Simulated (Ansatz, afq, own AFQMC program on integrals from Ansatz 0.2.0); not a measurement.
**TiN (doublet): AFQMC on the coupled-cluster ladder at distance Ti1–N2 = 2.835 Å, def2-SVP**

How near does AFQMC come to the top of the ladder for TiN (doublet)?

Method: def2-SVP, frozen cores; program: Ansatz 0.2.0, Gaussian basis, and an in-house AFQMC program (afq) on its integrals; all values are calculated.

The runs, in order: PBE (unrestricted); r2SCAN (unrestricted); PBE0 (unrestricted); B3LYP (unrestricted); wB97M-V (unrestricted); B2PLYP (unrestricted); CCSD(T) on UHF; CCSDT(Q) on UHF; Phaseless AFQMC, CISD trial on UHF; Phaseless AFQMC, single-determinant trial on UHF.

3 further runs of the same task are left out: 3 that didn't finish.

## Step 1: The geometry

The geometry derives from a PBE0/def2-TZVP stationary point (not a proven minimum). One bond is set to the value named and the two fragments are kept rigid.

2 atoms, charge 0, spin multiplicity 2.

Atoms are counted from 1 here; the program's logs count them from 0.

No contacts short enough for the rule that draws bonds.

## Step 2: PBE (unrestricted)

File in.yaml:

```yaml
crystal:
  periodic: [false, false, false]
  atoms:
    - {symbol: Ti, position_ang: [0.000000, 0.000000, 0.000000]}
    - {symbol: N, position_ang: [0.000000, 0.000000, 2.835000]}
basis:
  gaussian: {orbitals: def2-SVP}
magnetization: {spin_polarized: true, initial_magnetization: 1}
hamiltonian: {xc: {name: PBE}}
output: {orbitals: {seedname: orbitals}}
```

Command:

```bash
ansatz run in.yaml --threads 1 --pin off --events-out ev --progress --plain --max-ram 1382MiB
```

The log of the run (excerpt; [...] marks lines left out):

```text
Functional definition: PBE
  name "PBE"
  cite "Perdew, Burke & Ernzerhof, Phys. Rev. Lett. 77, 3865 (1996) doi:10.1103/PhysRevLett.77.3865"
  parent pbe
[...]
552 factors; their error is unknown
[...]
mean field -24585.77095345 eV, -903.5104177051 hartree, gradient 7.9e-6 eV, S^2 2.986391; 27 other end points of the search recorded, 0 dependent functions left out
reference -24585.77101165 eV, -903.5104198439 hartree; 15, 14 occupied and 30, 31 virtual orbitals, 552 factors
Total energy: -24585.77101165 eV, -903.5104198439 hartree
```

Run time: 70 s. Hardware: 1 thread of Arm Neoverse V1, shared host.

From the report: ⟨S²⟩ of the determinant 2.986 (pure doublet: 0.75). The determinant is far from a pure spin state, so its energy mixes those of several spin states (harmless only where they are near-degenerate, as at dissociation).

## Step 3: r2SCAN (unrestricted)

Edit in.yaml of step 2 so:

```diff
@@ -8,3 +8,2 @@
 magnetization: {spin_polarized: true, initial_magnetization: 1}
-hamiltonian: {xc: {name: PBE}}
-output: {orbitals: {seedname: orbitals}}
+hamiltonian: {xc: {name: r2SCAN}}
```

Launched as before.

The log of the run (excerpt; [...] marks lines left out):

```text
Functional definition: r2SCAN
  name "r2SCAN"
  cite "Furness, Kaplan, Ning, Perdew & Sun, J. Phys. Chem. Lett. 11, 8208 (2020) doi:10.1021/acs.jpclett.0c02405"
  cite "Furness, Kaplan, Ning, Perdew & Sun, J. Phys. Chem. Lett. 11, 9248 (2020) doi:10.1021/acs.jpclett.0c03077"
  parent r2scan
[...]
552 factors; their error is unknown
[...]
mean field -24592.38456703 eV, -903.7534635215 hartree, gradient 3.1e-6 eV, S^2 3.126278; 24 other end points of the search recorded, 0 dependent functions left out
reference -24592.38459539 eV, -903.7534645636 hartree; 15, 14 occupied and 30, 31 virtual orbitals, 552 factors
Total energy: -24592.38459539 eV, -903.7534645636 hartree
```

It took 2 min on 1 thread of Arm Neoverse V1, shared host.

From the report: ⟨S²⟩ of the determinant 3.126 (pure doublet: 0.75). The determinant is far from a pure spin state, so its energy mixes those of several spin states (harmless only where they are near-degenerate, as at dissociation).

## Step 4: PBE0 (unrestricted)

Edit in.yaml of step 3 so:

```diff
@@ -8,2 +8,3 @@
 magnetization: {spin_polarized: true, initial_magnetization: 1}
-hamiltonian: {xc: {name: r2SCAN}}
+hamiltonian: {xc: {name: PBE0}}
+output: {orbitals: {seedname: orbitals}}
```

The command is unchanged.

The log of the run (excerpt; [...] marks lines left out):

```text
Functional definition: PBE0
  name "PBE0"
  cite "Adamo & Barone, J. Chem. Phys. 110, 6158 (1999) doi:10.1063/1.478522"
  cite "Perdew, Burke & Ernzerhof, Phys. Rev. Lett. 77, 3865 (1996) doi:10.1103/PhysRevLett.77.3865"
  parent pbe
[...]
490 factors; integrals over basis functions are off by at most 5.0e-4 eV
[...]
mean field -24586.64619015 eV, -903.5425820607 hartree, gradient 4.6e-6 eV, S^2 3.093944; 24 other end points of the search recorded, 0 dependent functions left out
reference -24586.64623372 eV, -903.5425836619 hartree; 15, 14 occupied and 30, 31 virtual orbitals, 490 factors
Total energy: -24586.64623372 eV, -903.5425836619 hartree
```

It took 38 s on 1 thread of Arm Neoverse V1, shared host.

From the report: ⟨S²⟩ of the determinant 3.094 (pure doublet: 0.75). The determinant is far from a pure spin state, so its energy mixes those of several spin states (harmless only where they are near-degenerate, as at dissociation).

## Step 5: B3LYP (unrestricted)

Edit in.yaml of step 4 so:

```diff
@@ -8,3 +8,2 @@
 magnetization: {spin_polarized: true, initial_magnetization: 1}
-hamiltonian: {xc: {name: PBE0}}
-output: {orbitals: {seedname: orbitals}}
+hamiltonian: {xc: {name: B3LYP}}
```

Same command.

The log of the run (excerpt; [...] marks lines left out):

```text
Functional definition: B3LYP
  name "B3LYP"
  cite "Stephens, Devlin, Chabalowski & Frisch, J. Phys. Chem. 98, 11623 (1994) doi:10.1021/j100096a001"
  cite "Becke, Phys. Rev. A 38, 3098 (1988) doi:10.1103/PhysRevA.38.3098"
  cite "Lee, Yang & Parr, Phys. Rev. B 37, 785 (1988) doi:10.1103/PhysRevB.37.785"
  cite "Vosko, Wilk & Nusair, Can. J. Phys. 58, 1200 (1980) doi:10.1139/p80-159"
[...]
490 factors; integrals over basis functions are off by at most 5.0e-4 eV
[...]
mean field -24594.21989423 eV, -903.8209105520 hartree, gradient 2.6e-6 eV, S^2 3.032774; 16 other end points of the search recorded, 0 dependent functions left out
reference -24594.22010824 eV, -903.8209184167 hartree; 15, 14 occupied and 30, 31 virtual orbitals, 490 factors
Total energy: -24594.22010824 eV, -903.8209184167 hartree
```

It took 30 s on 1 thread of Arm Neoverse V1, shared host.

From the report: ⟨S²⟩ of the determinant 3.033 (pure doublet: 0.75). The determinant is far from a pure spin state, so its energy mixes those of several spin states (harmless only where they are near-degenerate, as at dissociation).

## Step 6: wB97M-V (unrestricted)

Edit in.yaml of step 5 so:

```diff
@@ -8,2 +8,3 @@
 magnetization: {spin_polarized: true, initial_magnetization: 1}
-hamiltonian: {xc: {name: B3LYP}}
+hamiltonian: {xc: {name: wB97M-V}}
+output: {orbitals: {seedname: orbitals}}
```

The command is unchanged.

The log of the run (excerpt; [...] marks lines left out):

```text
Functional definition: wB97M-V
  name "wB97M-V"
  cite "Mardirossian & Head-Gordon, J. Chem. Phys. 144, 214110 (2016) doi:10.1063/1.4952647"
  cite "Becke, J. Chem. Phys. 107, 8554 (1997) doi:10.1063/1.475007"
  cite "Vydrov & Van Voorhis, J. Chem. Phys. 133, 244103 (2010) doi:10.1063/1.3521275"
  # Of w^i u^j: cxij and so on, Table III.
[...]
  gx(w, u) = 1 - cx + cx01*u + cx10*w
  gss(w, u) = css00 + css04*u^4 + css10*w + css20*w^2 + css43*w^4*u^3
  gos(w, u) = cos00 + cos10*w + (cos20 + cos21*u)*w^2 + (cos60 + cos61*u)*w^6
[...]
      + integral(e_c_pw_mod_opposite_spin*gos(b97_w_opposite, b97_u_opposite)) + vv10(b, c)
490 factors; integrals over basis functions are off by at most 5.0e-4 eV
96 factors; integrals over basis functions are off by at most 3.3e-4 eV
[...]
mean field -24591.65712789 eV, -903.7267306260 hartree, gradient 8.4e-6 eV, S^2 2.844703; 16 other end points of the search recorded, 0 dependent functions left out
reference -24591.65718006 eV, -903.7267325433 hartree; 15, 14 occupied and 30, 31 virtual orbitals, 490 factors
Total energy: -24591.65718006 eV, -903.7267325433 hartree
```

Wall time 2.4 min (1 thread of Arm Neoverse V1, shared host); peak memory 0.25 GiB.

From the report: ⟨S²⟩ of the determinant 2.845 (pure doublet: 0.75). The determinant is far from a pure spin state, so its energy mixes those of several spin states (harmless only where they are near-degenerate, as at dissociation).

## Step 7: B2PLYP (unrestricted)

Edit in.yaml of step 6 so:

```diff
@@ -8,3 +8,3 @@
 magnetization: {spin_polarized: true, initial_magnetization: 1}
-hamiltonian: {xc: {name: wB97M-V}}
-output: {orbitals: {seedname: orbitals}}
+hamiltonian: {xc: {name: B2PLYP}}
+correlation: {electrons: outside_noble_gas}
```

The command is unchanged.

The log of the run (excerpt; [...] marks lines left out):

```text
Functional definition: B2PLYP
  name "B2PLYP"
  cite "Grimme, J. Chem. Phys. 124, 034108 (2006) doi:10.1063/1.2148954"
  cite "Becke, Phys. Rev. A 38, 3098 (1988) doi:10.1103/PhysRevA.38.3098"
  cite "Lee, Yang & Parr, Phys. Rev. B 37, 785 (1988) doi:10.1103/PhysRevB.37.785"
[...]
490 factors; integrals over basis functions are off by at most 5.0e-4 eV
[...]
mean field -24584.44696602 eV, -903.4617620646 hartree, gradient 1.1e-8 eV, S^2 2.830393; 15 other end points of the search recorded, 0 dependent functions left out
10 core orbitals not correlated: weight in the atoms' cores, before any rotation towards them, 1.000 or more for the frozen orbitals, at most 0.000 for the correlated occupied ones
reference -24584.44709556 eV, -903.4617668250 hartree; 5, 4 occupied and 30, 31 virtual orbitals, 490 factors
second order -3.73961334 eV of doubles, -0.00000000 eV of singles
Total energy: -24585.45679116 eV, -903.4988724539 hartree
```

Wall time 58 s (1 thread of Arm Neoverse V1, shared host).

From the report: ⟨S²⟩ of the determinant 2.830 (pure doublet: 0.75). The determinant is far from a pure spin state, so its energy mixes those of several spin states (harmless only where they are near-degenerate, as at dissociation).

## Step 8: CCSD(T) on UHF

Edit in.yaml of step 7 so:

```diff
@@ -8,3 +8,2 @@
 magnetization: {spin_polarized: true, initial_magnetization: 1}
-hamiltonian: {xc: {name: B2PLYP}}
-correlation: {electrons: outside_noble_gas}
+correlation: {method: ccsd_t, electrons: outside_noble_gas, hamiltonian_folder: ham}
```

Launched as before.

The log of the run (excerpt; [...] marks lines left out):

```text
Functional definition: HF
  name "HF"
  cite "Fock, Z. Phys. 61, 126 (1930) doi:10.1007/BF01340294"
  parent pbe
[...]
490 factors; integrals over basis functions are off by at most 5.0e-4 eV
[...]
mean field -24561.43013666 eV, -902.6159091868 hartree, gradient 3.6e-9 eV, S^2 2.840425; 52 other end points of the search recorded, 0 dependent functions left out
determinant -24561.43013666 eV, -902.6159091868 hartree, with singles and doubles -24565.02890012 eV, -902.7481613049 hartree
determinant -24561.42739989 eV, -902.6158086126 hartree, with singles and doubles -24565.02881105 eV, -902.7481580313 hartree
determinant -24561.41993982 eV, -902.6155344598 hartree, with singles and doubles -24565.02939256 eV, -902.7481794016 hartree
determinant -24561.12814643 eV, -902.6048112507 hartree, with singles and doubles -24564.85260324 eV, -902.7416825138 hartree
[...]
determinant -24561.41993982 eV, -902.6155344598 hartree, with singles and doubles -24565.03615707 eV, -902.7484279927 hartree
determinant -24561.12814643 eV, -902.6048112507 hartree, with singles and doubles -24564.93228204 eV, -902.7446106557 hartree
determinant -24561.12492762 eV, -902.6046929618 hartree, with singles and doubles -24564.94070526 eV, -902.7449202036 hartree
determinant -24560.73074561 eV, -902.5902070398 hartree, with singles and doubles -24564.58649526 eV, -902.7319032262 hartree
10 core orbitals not correlated: weight in the atoms' cores, before any rotation towards them, 1.000 or more for the frozen orbitals, at most 0.000 for the correlated occupied ones
reference -24561.43013666 eV, -902.6159091868 hartree; 5, 4 occupied and 30, 31 virtual orbitals, 490 factors
second order -2.79097780 eV of doubles, -0.00000000 eV of singles
cycle   1  -3.60896168 eV  change   -9.0e-7 eV  update   7.8e-6
perturbative correction -0.07314696 eV, -0.0026881012 hartree
Total energy: -24565.11224530 eV, -902.7512241837 hartree
```

It took 56 s on 1 thread of Arm Neoverse V1, shared host.

From the report: ⟨S²⟩ of the determinant 2.840 (pure doublet: 0.75); correlation -3.6821 eV; T1 0.041; largest double amplitude 0.12. The determinant is far from a pure spin state, so its energy mixes those of several spin states (harmless only where they are near-degenerate, as at dissociation).

This run also writes the integrals to the folder ham.

## Step 9: CCSDT(Q) on UHF

Edit in.yaml of step 8 so:

```diff
@@ -8,2 +8,2 @@
 magnetization: {spin_polarized: true, initial_magnetization: 1}
-correlation: {method: ccsd_t, electrons: outside_noble_gas, hamiltonian_folder: ham}
+correlation: {method: ccsdt_q, electrons: outside_noble_gas}
```

Launched as before.

The log of the run (excerpt; [...] marks lines left out):

```text
Functional definition: HF
  name "HF"
  cite "Fock, Z. Phys. 61, 126 (1930) doi:10.1007/BF01340294"
  parent pbe
[...]
834 factors; integrals over basis functions are off by at most 1.7e-7 eV
[...]
mean field -24561.43019000 eV, -902.6159111473 hartree, gradient 4.9e-9 eV, S^2 2.840436; 47 other end points of the search recorded, 0 dependent functions left out
determinant -24561.43019000 eV, -902.6159111473 hartree, with singles and doubles -24565.02905242 eV, -902.7481669018 hartree
determinant -24561.42745251 eV, -902.6158105464 hartree, with singles and doubles -24565.02896406 eV, -902.7481636547 hartree
determinant -24561.41999012 eV, -902.6155363084 hartree, with singles and doubles -24565.02954524 eV, -902.7481850125 hartree
determinant -24561.12819870 eV, -902.6048131715 hartree, with singles and doubles -24564.85275798 eV, -902.7416882006 hartree
[...]
determinant -24561.12819870 eV, -902.6048131715 hartree, with singles and doubles -24564.93243619 eV, -902.7446163209 hartree
determinant -24561.12498136 eV, -902.6046949363 hartree, with singles and doubles -24564.94085255 eV, -902.7449256164 hartree
determinant -24560.73082836 eV, -902.5902100809 hartree, with singles and doubles -24564.58658262 eV, -902.7319064363 hartree
10 core orbitals not correlated: weight in the atoms' cores, before any rotation towards them, 1.000 or more for the frozen orbitals, at most 0.000 for the correlated occupied ones
reference -24561.43019000 eV, -902.6159111473 hartree; 5, 4 occupied and 30, 31 virtual orbitals, 834 factors
second order -2.79105138 eV of doubles, -0.00000000 eV of singles
cycle   1  -3.30324423 eV  change   -5.1e-1 eV  update   7.9e-2
[...]
cycle 105  -3.72048336 eV  change   -2.9e-7 eV  update   8.8e-7
perturbative correction -0.00604777 eV, -0.0002222516 hartree
Total energy: -24565.15672113 eV, -902.7528586404 hartree
```

It took 1.9 min on 1 thread of Arm Neoverse V1, shared host; peak memory 0.25 GiB.

From the report: ⟨S²⟩ of the determinant 2.840 (pure doublet: 0.75); correlation -3.7265 eV; T1 0.047; largest double amplitude 0.12. The determinant is far from a pure spin state, so its energy mixes those of several spin states (harmless only where they are near-degenerate, as at dissociation).

## Step 10: Phaseless AFQMC, CISD trial on UHF

It reads the integrals that the CCSD(T) run on this determinant wrote.

Command:

```bash
afq ham --method phaseless --trial cisd --walkers 60 --populations 1 --least-time 40 --time-step 0.005 --steps-per-block 50 --equilibration-blocks 40 --max-blocks 300 --target-error 0.00072 --factor-cut 1e-05 --start spin_pure --seed 468 --release-times 0.24,0.51,0.99,1.62,2.4 --release-step 0.03 --release-every 4 --taylor-order 6
```

The log of the run:

```text
orbitals 35  electrons 5 4  factors 274 of 490
reference energy -902.61590919 Eh
CCSD correlation -0.13262715 Eh in 30 cycles, weight of the determinant in the CISD state 0.8745
energy of the start -902.742353 Eh
 block  time / (1/Eh)  mean weight  energy / Eh
     1     0.250  1.0015  -902.744315
     2     0.500  0.9992  -902.745733
     3     0.750  0.9997  -902.747356
     4     1.000  0.9991  -902.748885
     5     1.250  1.0010  -902.751321
     6     1.500  0.9991  -902.750249
     7     1.750  1.0009  -902.748313
     8     2.000  0.9999  -902.749341
     9     2.250  1.0004  -902.748864
    10     2.500  1.0008  -902.750399
    11     2.750  0.9989  -902.749546
    16     4.000  0.9994  -902.749964
    21     5.250  1.0014  -902.755666
    26     6.500  0.9993  -902.753565
    31     7.750  0.9995  -902.748620
    36     9.000  0.9985  -902.752445
    41    10.250  0.9993  -902.751364
    46    11.500  1.0017  -902.749701
    51    12.750  0.9924  -902.752419
    56    14.000  0.9980  -902.749292
    61    15.250  1.0013  -902.750840
    66    16.500  0.9990  -902.751871
    71    17.750  0.9989  -902.747453
    76    19.000  0.9995  -902.747453
    81    20.250  0.9998  -902.748894
    86    21.500  1.0002  -902.745225
    91    22.750  0.9981  -902.748484
    96    24.000  1.0004  -902.751094
   101    25.250  0.9978  -902.748552
   106    26.500  1.0005  -902.746189
   111    27.750  0.9969  -902.745759
   116    29.000  0.9989  -902.753879
   121    30.250  0.9993  -902.752431
   126    31.500  0.9982  -902.749959
   131    32.750  1.0005  -902.750755
   136    34.000  1.0022  -902.746351
   141    35.250  1.0028  -902.753864
   146    36.500  1.0009  -902.747509
   151    37.750  0.9950  -902.747087
   156    39.000  0.9980  -902.743100
   161    40.250  1.0013  -902.751116
   166    41.500  0.9993  -902.752667
   171    42.750  0.9998  -902.751149
   176    44.000  1.0012  -902.752474
   181    45.250  0.9994  -902.755251
   186    46.500  0.9987  -902.741518
   191    47.750  1.0014  -902.750443
   196    49.000  1.0010  -902.752646
blocks merged  error / Eh  count
     1  0.000268  160
     2  0.000322  80
     4  0.000396  40
     8  0.000450  20
    16  0.000374  10
released: time / (1/Eh)  energy / Eh  error  mean overlap
  0.24  -902.751193  0.000667  1.0074
  0.51  -902.752180  0.000592  1.0094
  0.99  -902.751639  0.000664  1.0170
  1.62  -902.751013  0.000813  1.0279
  2.40  -902.754314  0.001459  0.9812
energy -902.750564 +/- 0.000450 Eh
```

It took 3.6 min on 1 thread of Arm Neoverse V1, shared host.

Energy -24565.0943 ± 0.0122 eV. Caveats: constraint bias not in the error.

## Step 11: Phaseless AFQMC, single-determinant trial on UHF

It reads the integrals that the CCSD(T) run on this determinant wrote.

Command:

```bash
afq ham --method phaseless --trial hf --walkers 120 --populations 1 --least-time 40 --time-step 0.005 --steps-per-block 20 --equilibration-blocks 160 --max-blocks 600 --target-error 0.00216 --factor-cut 1e-05 --start spin_pure --seed 2144 --taylor-order 6
```

The log of the run:

```text
orbitals 35  electrons 5 4  factors 274 of 490
reference energy -902.61590919 Eh
CCSD correlation -0.13262715 Eh in 30 cycles, weight of the determinant in the CISD state 0.8745
energy of the start -902.617099 Eh
 block  time / (1/Eh)  mean weight  energy / Eh
     1     0.100  0.9996  -902.646365
     2     0.200  1.0014  -902.670221
     3     0.300  1.0012  -902.687553
     4     0.400  1.0013  -902.699327
     5     0.500  1.0006  -902.702241
     6     0.600  1.0011  -902.711014
     7     0.700  1.0018  -902.715374
     8     0.800  1.0009  -902.721874
     9     0.900  1.0004  -902.726743
    10     1.000  0.9995  -902.737278
    15     1.500  1.0000  -902.728567
    29     2.900  1.0017  -902.746576
    43     4.300  0.9995  -902.745000
    57     5.700  1.0005  -902.732598
    71     7.100  1.0002  -902.736984
    85     8.500  0.9996  -902.738765
    99     9.900  0.9987  -902.744988
   113    11.300  1.0006  -902.736027
   127    12.700  1.0000  -902.743624
   141    14.100  0.9944  -902.741762
   155    15.500  1.0000  -902.755555
   169    16.900  0.9988  -902.754802
   183    18.300  0.9985  -902.730312
   197    19.700  0.9998  -902.745001
   211    21.100  1.0017  -902.748403
   225    22.500  0.9999  -902.749705
   239    23.900  1.0007  -902.753753
   253    25.300  0.9989  -902.758722
   267    26.700  0.9999  -902.739878
   281    28.100  0.9933  -902.744124
   295    29.500  1.0017  -902.726642
   309    30.900  0.9991  -902.729981
   323    32.300  0.9989  -902.757595
   337    33.700  1.0010  -902.749671
   351    35.100  0.9912  -902.747807
   365    36.500  1.0014  -902.750400
   379    37.900  0.9978  -902.739256
   393    39.300  1.0009  -902.737595
   407    40.700  0.9878  -902.749609
   421    42.100  1.0012  -902.763040
   435    43.500  1.0006  -902.746441
   449    44.900  1.0016  -902.767627
   463    46.300  1.0016  -902.736635
   477    47.700  1.0013  -902.745698
   491    49.100  0.9995  -902.754784
   505    50.500  1.0001  -902.753182
   519    51.900  1.0018  -902.741703
   533    53.300  0.9992  -902.747483
   547    54.700  0.9990  -902.732493
blocks merged  error / Eh  count
     1  0.000485  400
     2  0.000613  200
     4  0.000753  100
     8  0.000869  50
    16  0.000973  25
    32  0.001035  12
energy -902.749901 +/- 0.000973 Eh
```

Run time: 3 min. Hardware: 1 thread of Arm Neoverse V1, shared host.

Energy -24565.0762 ± 0.0265 eV. Caveats: constraint bias not in the error.

## Step 12: All levels side by side

On the UHF determinant, counted from CCSDT(Q) (a yardstick, not exact):

| level | energy (eV) | from CCSDT(Q) (kJ/mol) | statistical error (kJ/mol) | time |
| --- | --- | --- | --- | --- |
| HF | -24561.4301 | +359.6 |  |  |
| MP2 | -24564.2211 | +90.3 |  |  |
| CCSD | -24565.0391 | +11.3 |  |  |
| CCSD(T) | -24565.1122 | +4.3 |  |  |
| CCSDT(Q) | -24565.1567 | 0.0 |  |  |
| Phaseless AFQMC, CISD trial, step 0.005, 60 walkers | -24565.0943 | +6.0 | 1.2 | 3.6 min |
| Phaseless AFQMC, single-determinant trial, step 0.005, 120 walkers | -24565.0762 | +7.8 | 2.6 | 3 min |

The functionals' totals stand on their own zeros and serve differences with other points: PBE -24585.771 eV; r2SCAN -24592.385 eV; PBE0 -24586.646 eV; B3LYP -24594.220 eV; wB97M-V -24591.657 eV; B2PLYP -24585.457 eV.

## Step 13: Summary of results

| quantity | value |
| --- | --- |
| CCSD(T) on UHF from CCSDT(Q) | +4.3 kJ/mol |
| Phaseless AFQMC, CISD trial on UHF from CCSDT(Q) | +6.0 ± 1.2 kJ/mol |
| Phaseless AFQMC, single-determinant trial on UHF from CCSDT(Q) | +7.8 ± 2.6 kJ/mol |

On UHF the phaseless walk with the CISD trial lies +6.0 kJ/mol from CCSDT(Q), 5 times its error bar. Error bars are statistical and leave out the constraint, the time step and what remains of the start.
